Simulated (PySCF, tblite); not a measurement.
# C3H3F3O: deprotonation, NMR shifts

Wanted: deprotonation, NMR shifts for C3H3F3O (`CC(=O)C(F)(F)F`).

Programs: tblite 0.8.0 and PySCF 2.14.0, with routines of our own; each step states its level. All values are computed. Atoms count from 0.

## 1. The starting structure

10 atoms, charge 0, multiplicity 1; geometry from: start built from the parent or by distance geometry.

## 2. Geometry optimisation with GFN2-xTB

Job settings and geometry (Å):

```
{"job": {"kind": "relax", "xc": "GFN2-xTB", "basis": "xTB"}, "charge": 0, "multiplicity": 1}
C      1.271200     0.028700    -0.423700
C      0.143800    -0.042600     0.583700
O      0.429400    -0.136200     1.805000
C     -1.271000    -0.024800     0.101500
F     -1.374000    -1.163200    -0.699900
F     -2.162100    -0.063900     1.151800
F     -1.517500     1.134900    -0.612100
H      1.869600     0.948200    -0.122600
H      1.841900    -0.904600    -0.407600
H      0.786400     0.232800    -1.421400
```

Launch:

```sh
> OMP_NUM_THREADS=1 python redox_run.py task.json out
```

This one command runs all jobs of the session in turn.

Output:

```text
step      E/eV     max force
  0    -712.26795    5.371
  1    -712.51479    6.142
  2    -712.74130    1.091
  3    -712.79465    0.766
  4    -712.83151    0.329
  5    -712.83753    0.275
  6    -712.84697    0.156
  7    -712.84851    0.152
  8    -712.85065    0.112
  9    -712.85168    0.095
 10    -712.85246    0.066
 11    -712.85279    0.048
 12    -712.85301    0.048
 13    -712.85315    0.034
 14    -712.85326    0.031
 15    -712.85335    0.027
 16    -712.85346    0.028
 17    -712.85358    0.028
 18    -712.85368    0.023
 19    -712.85374    0.021
 20    -712.85378    0.018
 21    -712.85383    0.020
 22    -712.85388    0.021
 23    -712.85393    0.022
 24    -712.85396    0.020
 25    -712.85399    0.016
 26    -712.85402    0.018
 27    -712.85406    0.017
 28    -712.85409    0.018
 29    -712.85413    0.020
 30    -712.85417    0.025
 31    -712.85424    0.030
 32    -712.85432    0.030
 33    -712.85443    0.030
 34    -712.85460    0.042
 35    -712.85481    0.047
 36    -712.85506    0.046
 37    -712.85528    0.042
 38    -712.85555    0.045
 39    -712.85604    0.081
 40    -712.85700    0.153
 41    -712.85843    0.219
 42    -712.85662    0.402
 43    -712.86261    0.125
 44    -712.86427    0.102
 45    -712.86603    0.356
 46    -712.86818    0.126
 47    -712.86948    0.106
 48    -712.87095    0.447
 49    -712.87346    0.055
 50    -712.87430    0.065
 51    -712.87470    0.279
 52    -712.87559    0.103
 53    -712.87599    0.070
 54    -712.87666    0.055
 55    -712.87685    0.042
 56    -712.87715    0.038
 57    -712.87738    0.051
 58    -712.87751    0.027
 59    -712.87758    0.048
 60    -712.87764    0.026
 61    -712.87769    0.025
 62    -712.87775    0.025
 63    -712.87805    0.050
 64    -712.87829    0.073
 65    -712.87876    0.103
 66    -712.87963    0.121
 67    -712.88123    0.151
 68    -712.88283    0.145
 69    -712.88447    0.098
 70    -712.88512    0.106
 71    -712.88447    0.240
 72    -712.88643    0.137
 73    -712.88749    0.091
 74    -712.88838    0.095
 75    -712.88940    0.125
 76    -712.89018    0.068
 77    -712.89059    0.052
 78    -712.89090    0.044
 79    -712.89122    0.045
 80    -712.89153    0.043
 81    -712.89181    0.049
 82    -712.89198    0.057
 83    -712.89189    0.071
 84    -712.89210    0.013
 85    -712.89212    0.022
 86    -712.89215    0.017
 87    -712.89219    0.014
 88    -712.89221    0.010
 89    -712.89223    0.009
```

Run time: 0.35 s. Hardware: 1 thread of Arm Neoverse V1, shared host.

Step by step: (not every step is listed)

```tsv
step	energy from step 0 (eV)	largest force (eV/Å)
0	0.0000	5.3706
1	-0.2468	6.1421
2	-0.4733	1.0911
3	-0.5267	0.7656
4	-0.5636	0.3287
5	-0.5696	0.2750
6	-0.5790	0.1560
7	-0.5806	0.1515
8	-0.5827	0.1122
15	-0.5854	0.0275
22	-0.5859	0.0211
29	-0.5862	0.0197
36	-0.5871	0.0457
43	-0.5947	0.1255
50	-0.6063	0.0653
57	-0.6094	0.0506
64	-0.6103	0.0730
71	-0.6165	0.2400
78	-0.6229	0.0436
84	-0.6241	0.0127
85	-0.6242	0.0221
86	-0.6242	0.0166
87	-0.6242	0.0139
88	-0.6243	0.0103
89	-0.6243	0.0093
```

Close pairs (by a distance rule), those that changed most:

```tsv
bond	before (Å)	after (Å)	change (Å)
C1–C3	1.495	1.564	+0.069
C1–O2	1.258	1.194	-0.064
C3–F4	1.396	1.344	-0.052
C0–H7	1.138	1.086	-0.052
C3–F5	1.378	1.328	-0.050
C3–F6	1.384	1.344	-0.040
C0–H9	1.128	1.090	-0.038
C0–C1	1.514	1.489	-0.024
```

The next job starts from the end point, and lists it.

## 3. Vibrational analysis with GFN2-xTB

Job settings and geometry (Å):

```
{"job": {"kind": "ir", "xc": "GFN2-xTB", "basis": "xTB"}, "charge": 0, "multiplicity": 1}
C      1.233868     0.110816    -0.411912
C      0.212864     0.118850     0.672527
O      0.391520     0.299334     1.838766
C     -1.228003    -0.146383     0.125304
F     -1.288884    -1.329585    -0.508688
F     -2.152500    -0.152594     1.079128
F     -1.576137     0.789509    -0.774049
H      2.220440     0.295304     0.003002
H      1.215507    -0.852499    -0.921639
H      0.989091     0.876556    -1.147495
```

Output:

```text
mode    cm-1     km/mol
  1      35.0      6.53
  2     123.1      0.90
  3     189.7      6.22
  4     211.8      2.60
  5     334.2      5.09
  6     394.9      9.48
  7     442.3     12.58
  8     509.7     17.55
  9     590.9      0.25
 10     591.3     45.61
 11     713.7      0.43
 12     985.9     80.45
 13     990.5     29.54
 14    1054.3    226.58
 15    1075.9    167.00
 16    1116.1    282.35
 17    1187.1      2.98
 18    1358.4     66.33
 19    1426.6     21.72
 20    1426.8     25.91
 21    1823.4    311.30
 22    3009.8      0.16
 23    3022.4      1.30
 24    3067.9      2.22
ZPE 153.610  H(298)-E 175.326  G(298)-E 70.694 kJ/mol  S 350.94 J/(mol K)
```

Wall time 0.23 s (1 thread of Arm Neoverse V1, shared host).

Which atoms move in the most intense modes:

```tsv
cm⁻¹	km/mol	atoms
591	45.6	C0 19 %, O2 17 %, F6 15 %, C1 13 %
986	80.5	H9 27 %, C1 21 %, H8 20 %, C0 16 %
990	29.5	C0 28 %, H8 20 %, C1 13 %, H9 13 %
1054	226.6	C3 68 %, F6 12 %, F4 11 %
1076	167.0	C3 46 %, H7 13 %, C1 12 %
1116	282.4	C3 61 %, F5 16 %
1358	66.3	H8 34 %, H9 34 %, C0 19 %, H7 13 %
1823	311.3	C1 61 %, O2 38 %
```

## 4. Relaxing the molecule at PBE0-D3(BJ)/ma-def2-SVP

The job, as its differences from that of step 3:

```diff
@@ -1,2 +1,2 @@
-{"job": {"kind": "ir", "xc": "GFN2-xTB", "basis": "xTB"}, "charge": 0, "multiplicity": 1}
+{"job": {"xc": "PBE0", "basis": "ma-def2-SVP", "d3": "d3bj", "grid": 1, "kind": "geom"}, "charge": 0, "multiplicity": 1}
 C      1.233868     0.110816    -0.411912
```

Output:

```text
step   0  E = -490.03548818  max force = 0.015914
step   1  E = -490.03629798  max force = 0.007403
step   2  E = -490.03652456  max force = 0.002598
step   3  E = -490.03656758  max force = 0.000753
step   4  E = -490.03657715  max force = 0.000578
step   5  E = -490.03659464  max force = 0.001324
step   6  E = -490.03661535  max force = 0.002621
step   7  E = -490.03662847  max force = 0.001787
step   8  E = -490.03663401  max force = 0.000333
optimisation converged
```

Run time: 59 s. Hardware: 1 thread of Arm Neoverse V1, shared host; peak memory 0.56 GiB.

Relaxation path:

```tsv
step	energy from step 0 (eV)	largest force component (eV/Å)
0	0.0000	0.8183
1	-0.0220	0.3807
2	-0.0282	0.1336
3	-0.0294	0.0387
4	-0.0296	0.0297
5	-0.0301	0.0681
6	-0.0307	0.1348
7	-0.0310	0.0919
8	-0.0312	0.0171
```

Close pairs (by a distance rule), those that changed most:

```tsv
bond	before (Å)	after (Å)	change (Å)
C0–H9	1.090	1.101	+0.012
C3–F5	1.328	1.318	-0.011
C0–H8	1.090	1.101	+0.011
C0–H7	1.086	1.096	+0.010
C1–C3	1.564	1.555	-0.009
C0–C1	1.489	1.496	+0.006
C1–O2	1.194	1.199	+0.005
C3–F4	1.344	1.339	-0.005
```

The next job starts from the end point, and lists it.

```tsv
at the end point	value
rotational constants (GHz, main isotopes)	3.681, 2.457, 2.013
dipole moment (D)	2.84
```

## 5. Harmonic vibrations (C₃H₃F₃O): PBE0-D3(BJ)/ma-def2-SVP

Job settings and geometry (Å):

```
{"job": {"xc": "PBE0", "basis": "ma-def2-SVP", "d3": "d3bj", "grid": 2, "kind": "hessian"}, "charge": 0, "multiplicity": 1}
C      1.242304     0.130270    -0.429613
C      0.184835     0.171100     0.627206
O      0.358857     0.456837     1.778186
C     -1.248492    -0.193194     0.147459
F     -1.258288    -1.436525    -0.349237
F     -2.131945    -0.123508     1.122405
F     -1.626809     0.639081    -0.831770
H      2.216877     0.356222     0.018463
H      1.263545    -0.859963    -0.909979
H      1.011500     0.863897    -1.217905
```

Output:

```text
coarse grid: 9464 points
cycle   1  E = -489.7426861492  dE =  1.164e+00  |g| = 1.082e+00  |ddm| = 3.691e+00
cycle   2  E = -489.0851750115  dE =  6.575e-01  |g| = 2.180e+00  |ddm| = 3.918e+00
cycle   3  E = -489.9544185160  dE = -8.692e-01  |g| = 2.517e-01  |ddm| = 3.031e+00
cycle   4  E = -489.9646120566  dE = -1.019e-02  |g| = 1.131e-01  |ddm| = 3.575e-01
cycle   5  E = -489.9668701182  dE = -2.258e-03  |g| = 1.459e-02  |ddm| = 1.333e-01
cycle   6  E = -489.9669116699  dE = -4.155e-05  |g| = 5.135e-03  |ddm| = 1.752e-02
cycle   7  E = -489.9669169417  dE = -5.272e-06  |g| = 1.196e-03  |ddm| = 6.668e-03
final grid: 95760 points
cycle   8  E = -490.0365245894  dE = -1.059e-05  |g| = 1.177e-02  |ddm| = 4.475e-02
cycle   9  E = -490.0364466761  dE =  7.791e-05  |g| = 2.335e-02  |ddm| = 3.435e-02
cycle  10  E = -490.0365511688  dE = -1.045e-04  |g| = 1.834e-03  |ddm| = 2.541e-02
cycle  11  E = -490.0365518462  dE = -6.775e-07  |g| = 1.812e-04  |ddm| = 1.902e-03
cycle  12  E = -490.0365518497  dE = -3.502e-09  |g| = 1.040e-04  |ddm| = 2.178e-04
cycle  13  E = -490.0365518517  dE = -1.937e-09  |g| = 1.780e-05  |ddm| = 1.014e-04
cycle  14  E = -490.0365518517  dE = -5.980e-11  |g| = 5.349e-06  |ddm| = 2.879e-05
converged SCF energy = -490.0365518517

mode    cm-1
  1      26.6
  2      97.3
  3     229.6
  4     235.4
  5     366.1
  6     428.0
  7     507.3
  8     569.5
  9     628.5
 10     634.4
 11     787.8
 12     975.0
 13    1029.1
 14    1140.6
 15    1190.0
 16    1263.2
 17    1342.1
 18    1394.8
 19    1433.6
 20    1436.8
 21    1901.7
 22    3069.8
 23    3160.5
 24    3211.2
ZPE 161.849  H(298)-E 182.781  G(298)-E 79.297 kJ/mol  S 347.08 J/(mol K)
```

It took 4.8 min on 1 thread of Arm Neoverse V1, shared host; peak memory 2 GiB.

Zero-point energy 161.85 kJ/mol (xTB gave 153.61).

## 6. Single point (C3H3F3O): wB97X-D3(BJ)/ma-def2-TZVP

Geometry: PBE0-D3(BJ)/ma-def2-SVP.

The job, as its differences from that of step 5:

```diff
@@ -1,2 +1,2 @@
-{"job": {"xc": "PBE0", "basis": "ma-def2-SVP", "d3": "d3bj", "grid": 2, "kind": "hessian"}, "charge": 0, "multiplicity": 1}
+{"job": {"kind": "sp", "xc": "wB97X", "basis": "ma-def2-TZVP", "d3": "d3bj", "grid": 2}, "charge": 0, "multiplicity": 1}
 C      1.242304     0.130270    -0.429613
```

Output:

```text
coarse grid: 9464 points
cycle   1  E = -490.8641646823  dE =  1.392e+00  |g| = 1.280e+00  |ddm| = 2.354e+00
cycle   2  E = -490.6376430698  dE =  2.265e-01  |g| = 1.823e+00  |ddm| = 1.668e+00
cycle   3  E = -491.1649221199  dE = -5.273e-01  |g| = 1.386e-01  |ddm| = 9.614e-01
cycle   4  E = -491.1674173254  dE = -2.495e-03  |g| = 8.334e-02  |ddm| = 1.143e-01
cycle   5  E = -491.1685549956  dE = -1.138e-03  |g| = 1.194e-02  |ddm| = 5.745e-02
cycle   6  E = -491.1685971419  dE = -4.215e-05  |g| = 4.388e-03  |ddm| = 1.690e-02
cycle   7  E = -491.1686041440  dE = -7.002e-06  |g| = 1.425e-03  |ddm| = 8.452e-03
final grid: 95760 points
cycle   8  E = -491.1722843139  dE = -7.497e-05  |g| = 8.643e-03  |ddm| = 4.451e-02
cycle   9  E = -491.1722821289  dE =  2.185e-06  |g| = 9.250e-03  |ddm| = 7.870e-03
cycle  10  E = -491.1722941880  dE = -1.206e-05  |g| = 9.706e-04  |ddm| = 4.722e-03
cycle  11  E = -491.1722943206  dE = -1.326e-07  |g| = 4.292e-04  |ddm| = 6.077e-04
cycle  12  E = -491.1722943483  dE = -2.774e-08  |g| = 7.456e-05  |ddm| = 3.457e-04
cycle  13  E = -491.1722943496  dE = -1.293e-09  |g| = 1.859e-05  |ddm| = 8.338e-05
converged SCF energy = -491.1722943496
```

Wall time 16 s (1 thread of Arm Neoverse V1, shared host); peak memory 1.1 GiB.

## 7. Relaxing the molecule with GFN2-xTB

This step treats C3H2F3O−, `C=C([O-])C(F)(F)F`.

Job settings and geometry (Å):

```
{"job": {"kind": "relax", "xc": "GFN2-xTB", "basis": "xTB"}, "charge": -1, "multiplicity": 1}
C      1.258500     0.124200    -0.434900
C      0.174100     0.179800     0.604200
O      0.376300     0.449200     1.781400
C     -1.251000    -0.178600     0.126900
F     -1.261500    -1.440400    -0.337900
F     -2.142900    -0.125200     1.113600
F     -1.626400     0.644900    -0.842800
H      1.275000    -0.850900    -0.905000
H      1.020500     0.857100    -1.219100
```

Output:

```text
step      E/eV     max force
  0    -702.72278    3.221
  1    -702.94185    1.865
  2    -703.04435    1.169
  3    -703.10730    1.091
  4    -703.18617    0.761
  5    -703.22856    0.780
  6    -703.30908    1.191
  7    -703.40283    1.606
  8    -703.52091    1.715
  9    -703.66689    1.594
 10    -703.84854    1.329
 11    -704.09297    1.466
 12    -704.35772    2.240
 13    -704.42431    2.712
 14    -704.41209    3.151
 15    -704.67858    0.942
 16    -704.74631    0.879
 17    -704.87557    0.911
 18    -704.94482    0.665
 19    -704.98313    0.641
 20    -705.02333    0.633
 21    -705.07213    0.641
 22    -705.09509    0.446
 23    -705.10407    0.360
 24    -705.10974    0.211
 25    -705.11442    0.209
 26    -705.11729    0.136
 27    -705.11854    0.080
 28    -705.11924    0.073
 29    -705.11962    0.051
 30    -705.11984    0.044
 31    -705.11997    0.036
 32    -705.12007    0.033
 33    -705.12014    0.029
 34    -705.12018    0.024
 35    -705.12021    0.016
 36    -705.12023    0.017
 37    -705.12025    0.016
 38    -705.12027    0.014
 39    -705.12028    0.012
 40    -705.12030    0.014
 41    -705.12032    0.019
 42    -705.12035    0.020
 43    -705.12039    0.021
 44    -705.12043    0.020
 45    -705.12046    0.020
 46    -705.12049    0.018
 47    -705.12052    0.016
 48    -705.12055    0.018
 49    -705.12059    0.020
 50    -705.12062    0.024
 51    -705.12065    0.024
 52    -705.12070    0.020
 53    -705.12076    0.023
 54    -705.12086    0.029
 55    -705.12101    0.039
 56    -705.12122    0.051
 57    -705.12146    0.052
 58    -705.12165    0.037
 59    -705.12175    0.018
 60    -705.12177    0.014
 61    -705.12178    0.010
```

It took 0.24 s on 1 thread of Arm Neoverse V1, shared host.

Along the way: (not every step is listed)

```tsv
step	energy from step 0 (eV)	largest force (eV/Å)
0	0.0000	3.2208
1	-0.2191	1.8650
2	-0.3216	1.1692
3	-0.3845	1.0908
4	-0.4634	0.7607
5	-0.5058	0.7800
6	-0.5863	1.1915
7	-0.6801	1.6065
8	-0.7981	1.7154
12	-1.6349	2.2403
16	-2.0235	0.8788
20	-2.3006	0.6334
24	-2.3870	0.2107
28	-2.3965	0.0726
32	-2.3973	0.0331
36	-2.3975	0.0168
40	-2.3975	0.0144
44	-2.3977	0.0200
48	-2.3978	0.0177
52	-2.3979	0.0201
56	-2.3984	0.0506
57	-2.3987	0.0523
58	-2.3989	0.0372
59	-2.3990	0.0176
60	-2.3990	0.0139
61	-2.3990	0.0095
```

Distances of close pairs at the start and the end, largest changes first:

```tsv
bond	before (Å)	after (Å)	change (Å)
C0–C1	1.503	1.352	-0.151
C3–F6	1.326	1.366	+0.040
C1–O2	1.224	1.256	+0.031
C0–H8	1.099	1.075	-0.024
C3–F4	1.345	1.366	+0.021
C3–F5	1.331	1.348	+0.017
C1–C3	1.545	1.559	+0.014
C0–H7	1.083	1.077	-0.006
```

The final coordinates are the input of the step that follows.

## 8. Harmonic vibrations with GFN2-xTB

Job settings and geometry (Å):

```
{"job": {"kind": "ir", "xc": "GFN2-xTB", "basis": "xTB"}, "charge": -1, "multiplicity": 1}
C      1.016562     0.155445    -0.574607
C      0.184254     0.288337     0.483041
O      0.349345     0.777423     1.627818
C     -1.234579    -0.284207     0.181843
F     -1.242478    -1.610599    -0.145278
F     -2.108485    -0.180653     1.202796
F     -1.863607     0.315029    -0.872527
H      0.688334    -0.303206    -1.492075
H      2.033285     0.502412    -0.524617
```

Output:

```text
mode    cm-1     km/mol
  1      35.3      3.46
  2     195.5      2.96
  3     223.5      7.90
  4     340.6      0.57
  5     390.9      2.53
  6     449.8     15.44
  7     505.6     16.33
  8     581.4     43.73
  9     584.6     53.00
 10     648.6      5.34
 11     663.9      2.25
 12     683.1      7.28
 13     979.6    338.65
 14    1005.5     71.45
 15    1044.7    160.19
 16    1124.5    174.64
 17    1222.4    108.61
 18    1444.1     55.27
 19    1758.7    483.91
 20    3082.5     56.94
 21    3117.2    130.42
ZPE 120.117  H(298)-E 140.555  G(298)-E 39.076 kJ/mol  S 340.36 J/(mol K)
```

Run time: 0.2 s. Hardware: 1 thread of Arm Neoverse V1, shared host.

Which atoms move in the most intense modes:

```tsv
cm⁻¹	km/mol	atoms
980	338.6	C3 75 %, F6 11 %, F4 11 %
1006	71.5	C3 34 %, H7 19 %, C0 16 %, H8 13 %
1045	160.2	C3 45 %, H7 14 %, C0 11 %
1124	174.6	C3 72 %, F5 15 %
1222	108.6	C1 37 %, O2 23 %, C0 18 %, H8 17 %
1759	483.9	C1 65 %, C0 19 %, O2 13 %
3082	56.9	H7 82 %, H8 12 %
3117	130.4	H8 80 %, H7 11 %
```

## 9. Geometry optimisation at PBE0-D3(BJ)/ma-def2-SVP

This step treats C3H2F3O−, `C=C([O-])C(F)(F)F`.

The job, as its differences from that of step 8:

```diff
@@ -1,2 +1,2 @@
-{"job": {"kind": "ir", "xc": "GFN2-xTB", "basis": "xTB"}, "charge": -1, "multiplicity": 1}
+{"job": {"xc": "PBE0", "basis": "ma-def2-SVP", "d3": "d3bj", "grid": 1, "kind": "geom"}, "charge": -1, "multiplicity": 1}
 C      1.016562     0.155445    -0.574607
```

Output:

```text
step   0  E = -489.46745736  max force = 0.017599
step   1  E = -489.46901802  max force = 0.004431
step   2  E = -489.46932224  max force = 0.002899
step   3  E = -489.46943181  max force = 0.001003
step   4  E = -489.46962696  max force = 0.003503
step   5  E = -489.47005571  max force = 0.014313
step   6  E = -489.47082108  max force = 0.012357
step   7  E = -489.47159116  max force = 0.005863
step   8  E = -489.47187749  max force = 0.002804
step   9  E = -489.47188551  max force = 0.001756
step  10  E = -489.47199510  max force = 0.000526
step  11  E = -489.47199911  max force = 0.000594
step  12  E = -489.47200794  max force = 0.000155
optimisation converged
```

Run time: 78 s. Hardware: 1 thread of Arm Neoverse V1, shared host; peak memory 0.54 GiB.

Relaxation path:

```tsv
step	energy from step 0 (eV)	largest force component (eV/Å)
0	0.0000	0.9050
1	-0.0425	0.2279
2	-0.0507	0.1491
3	-0.0537	0.0516
4	-0.0590	0.1801
5	-0.0707	0.7360
6	-0.0915	0.6354
7	-0.1125	0.3015
8	-0.1203	0.1442
9	-0.1205	0.0903
10	-0.1235	0.0270
11	-0.1236	0.0305
12	-0.1238	0.0080
```

Close pairs (by a distance rule), those that changed most:

```tsv
bond	before (Å)	after (Å)	change (Å)
C0–C1	1.352	1.379	+0.026
C0–H8	1.075	1.093	+0.018
C3–F6	1.366	1.352	-0.015
C1–C3	1.559	1.545	-0.014
C0–H7	1.077	1.090	+0.013
C3–F4	1.366	1.355	-0.011
C3–F5	1.348	1.351	+0.003
C1–O2	1.256	1.258	+0.002
```

The next job starts from the end point, and lists it.

```tsv
at the end point	value
point group (found at 0.08 Å tolerance)	Cs
rotational constants (GHz, main isotopes)	3.763, 2.527, 2.053
```

## 10. Harmonic vibrations (C₃H₂F₃O−): PBE0-D3(BJ)/ma-def2-SVP

Job settings and geometry (Å):

```
{"job": {"xc": "PBE0", "basis": "ma-def2-SVP", "d3": "d3bj", "grid": 2, "kind": "hessian"}, "charge": -1, "multiplicity": 1}
C      1.036199    -0.071560    -0.666652
C      0.149676     0.438954     0.257654
O      0.270894     1.372126     1.092932
C     -1.244995    -0.225516     0.294683
F     -1.440995    -1.242262    -0.579582
F     -1.526483    -0.740076     1.512117
F     -2.230269     0.663256     0.037258
H      0.768128    -0.898031    -1.325318
H      2.037007     0.362308    -0.740430
```

Output:

```text
coarse grid: 8848 points
cycle   1  E = -489.1499947548  dE =  1.029e+00  |g| = 1.117e+00  |ddm| = 3.632e+00
cycle   2  E = -488.2168741250  dE =  9.331e-01  |g| = 2.370e+00  |ddm| = 4.497e+01
cycle   3  E = -489.3497738195  dE = -1.133e+00  |g| = 4.758e-01  |ddm| = 4.478e+01
cycle   4  E = -489.3964571411  dE = -4.668e-02  |g| = 1.421e-01  |ddm| = 6.815e-01
cycle   5  E = -489.4005457484  dE = -4.089e-03  |g| = 3.882e-02  |ddm| = 3.447e-01
cycle   6  E = -489.4008617594  dE = -3.160e-04  |g| = 1.276e-02  |ddm| = 5.995e-02
cycle   7  E = -489.4009035768  dE = -4.182e-05  |g| = 2.226e-03  |ddm| = 2.832e-02
cycle   8  E = -489.4009046237  dE = -1.047e-06  |g| = 7.370e-04  |ddm| = 7.762e-03
final grid: 90392 points
cycle   9  E = -489.4720428957  dE = -1.432e-05  |g| = 1.070e-02  |ddm| = 4.492e-02
cycle  10  E = -489.4719752424  dE =  6.765e-05  |g| = 2.111e-02  |ddm| = 3.123e-02
cycle  11  E = -489.4720647882  dE = -8.955e-05  |g| = 2.272e-03  |ddm| = 2.364e-02
cycle  12  E = -489.4720659079  dE = -1.120e-06  |g| = 2.133e-04  |ddm| = 2.855e-03
cycle  13  E = -489.4720659143  dE = -6.369e-09  |g| = 1.153e-04  |ddm| = 4.264e-04
cycle  14  E = -489.4720659173  dE = -3.033e-09  |g| = 3.073e-05  |ddm| = 1.748e-04
cycle  15  E = -489.4720659176  dE = -2.491e-10  |g| = 1.005e-05  |ddm| = 5.282e-05
cycle  16  E = -489.4720659176  dE = -2.296e-11  |g| = 1.706e-06  |ddm| = 1.474e-05
converged SCF energy = -489.4720659176

mode    cm-1
  1      55.8
  2     260.8
  3     262.2
  4     382.0
  5     423.0
  6     514.7
  7     567.5
  8     590.7
  9     635.0
 10     650.9
 11     761.7
 12     772.8
 13    1017.4
 14    1129.4
 15    1150.0
 16    1185.4
 17    1340.4
 18    1459.5
 19    1698.0
 20    3166.2
 21    3275.5
ZPE 127.397  H(298)-E 146.505  G(298)-E 47.783 kJ/mol  S 331.12 J/(mol K)
```

Wall time 4.2 min (1 thread of Arm Neoverse V1, shared host); peak memory 1.9 GiB.

Zero-point energy 127.40 kJ/mol (xTB gave 120.12).

(Part 1 of 2 ends here.)
